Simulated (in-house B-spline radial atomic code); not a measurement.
**Lu²⁴⁺: levels and lines of the valence electron**

How much does correlation with the core [Kr] 4d10 bind the valence electron of Lu²⁴⁺, and what spectrum follows?

Method: frozen-core Dirac-Hartree-Fock, second-order and screened correlation potential (Brueckner orbitals), static RPA core polarisation, Breit and QED for the lowest s, p, d states, no-pair Dirac-Coulomb. Code: an in-house B-spline radial atomic code, version 1.

### 1 What is computed

```
element : lutetium (Z = 71)
charge  : +24
core    : [Kr] 4d10
nucleus : mass number 175, rms radius 5.370 fm
```

### 2 The run

Settings:

```ini
basis_form = 2
Z = 71
core_configuration = [Kr] 4d10
rms_radius = 5.37
mass_number = 175
speed_of_light = 137.035999084
box_radius = 9.648
lmax = 6
intervals = 61
virtual_cutoff = 10082.0
```

Launch:

```console
$ python run_mb.py task.json out
```

The runs that follow: Transitions.

What does the calculation give? Wanted: lowest one-electron state over this core; next one-electron state; polarisability of the lowest state; core polarisability.

As calculated:

| quantity | value |
| --- | --- |
| lowest one-electron state over this core | 4f5/2 |
| its removal energy | 713.56 eV (DHF 709.69 eV) |
| next one-electron state | 4f7/2 at 2.820 eV |
| polarisability of the lowest state | 0.09884 bohr³ |
| core polarisability | 0.09839 bohr³ |
| tabulated theoretical ionisation energy | 713.00 ± 7 eV (NIST Atomic Spectra Database, ionization energies) |

What this shows: Correlation with the core adds 0.55 % to the binding of 4f5/2, and the screened shift differs from the second-order Brueckner one by -12 %. The quantum defects of the lowest states are s 1.28, p 1.15, f 0.55: they fall with l, as the electron reaches less into the core. The tabulated theoretical ionisation energy, 713.00 ± 7 eV, is missed by +0.079 % at the final rung.
